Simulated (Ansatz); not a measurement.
# Ni2Cl: the cost of one run

Method: DFT PBE, scalar-relativistic, plane waves, PAW, in Ansatz 0.2.0.

**1. The structure to begin with**

Symmetry: P6/mmm, No. 191, hexagonal system. Conventional cell: a = 4.112 Å, b = 4.112 Å, c = 2.932 Å, α = 90.00°, β = 90.00°, γ = 120.00°. Ni (site symmetry -6m2) is surrounded by 3 Ni at 2.37 Å and 6 Cl at 2.79 Å. Cl (site symmetry 6/mmm) has 12 Ni at 2.79 Å as nearest neighbours.

Coordinates:

```cif
data_structure
_symmetry_space_group_name_H-M 'P6/mmm'
_symmetry_Int_Tables_number 191
_cell_length_a 4.1119
_cell_length_b 4.1119
_cell_length_c 2.9316
_cell_angle_alpha 90.000
_cell_angle_beta 90.000
_cell_angle_gamma 120.000
_cell_volume 42.93
loop_
_atom_site_label
_atom_site_type_symbol
_atom_site_symmetry_multiplicity
_atom_site_Wyckoff_symbol
_atom_site_fract_x
_atom_site_fract_y
_atom_site_fract_z
_atom_site_occupancy
Ni1 Ni 2 d 0.33333 0.66667 0.50000 1
Cl1 Cl 1 a 0.00000 0.00000 0.00000 1
```

The cell was relaxed beforehand at this level, from a database cell with other species swapped in; it is a trial structure. At a tolerance of 0.05 Å it has space group P6/mmm (No. 191); it has 14.31 Å³/atom, an uncorrected energy of +0.73 eV/atom over the elements.

**2. Bands, states and charges**

Input file input.yaml:

```yaml
crystal:
  lattice:
    - [4.1118547506, 0.0, 0.0]
    - [-2.0559273753, 3.5609706707, 0.0]
    - [0.0, 0.0, 2.9316031166]
  atoms:
    - { symbol: Ni, position: [0.3333333333, 0.6666666667, 0.5], spin: 0.77 }
    - { symbol: Ni, position: [0.6666666667, 0.3333333333, 0.5], spin: 0.77 }
    - { symbol: Cl, position: [0.0, 0.0, 0.0] }
basis:
  ecutwfc: 420
kpoints:
  mp_grid: { grid: [12, 12, 16] }
  band_path:
    path:
      - [[0.0, 0.0, 0.0], [0.5, 0.0, 0.0], [0.33333333, 0.33333333, 0.0], [0.0, 0.0, 0.0], [0.0, 0.0, 0.5], [0.5, 0.0, 0.5], [0.33333333, 0.33333333, 0.5], [0.0, 0.0, 0.5]]
      - [[0.5, 0.0, 0.5], [0.5, 0.0, 0.0]]
      - [[0.33333333, 0.33333333, 0.5], [0.33333333, 0.33333333, 0.0]]
    npoints: 14
hamiltonian:
  xc: pbe
scf:
  occupations: { method: gaussian, width: 0.1 }
  n_extra_bands: 7
output:
  forces: true
  stress: true
  eigenvalues: true
  populations: true
  dos: { projected: true, de: 0.02, nscf_kmesh: { grid: [15, 15, 20] } }
  bader: true
  write_density: true
  write_potential: true
  elf: true
  volumetric_format: npy
magnetization:
  spin_polarized: true
checkpoint:
  read: start.run
  write: ck
  compress: false
  write_wavefunctions: false
  write_every: 100000
```

Run with:

```console
$ ansatz run input.yaml --threads 1 --pin off --max-ram 2560MiB --backend cpu --events-out ev --progress --plain --runs-dir out
```

What time and memory should one allow on 1 thread of Arm Neoverse V2, shared host?

About 52 s, with a peak of 0.54 GiB.
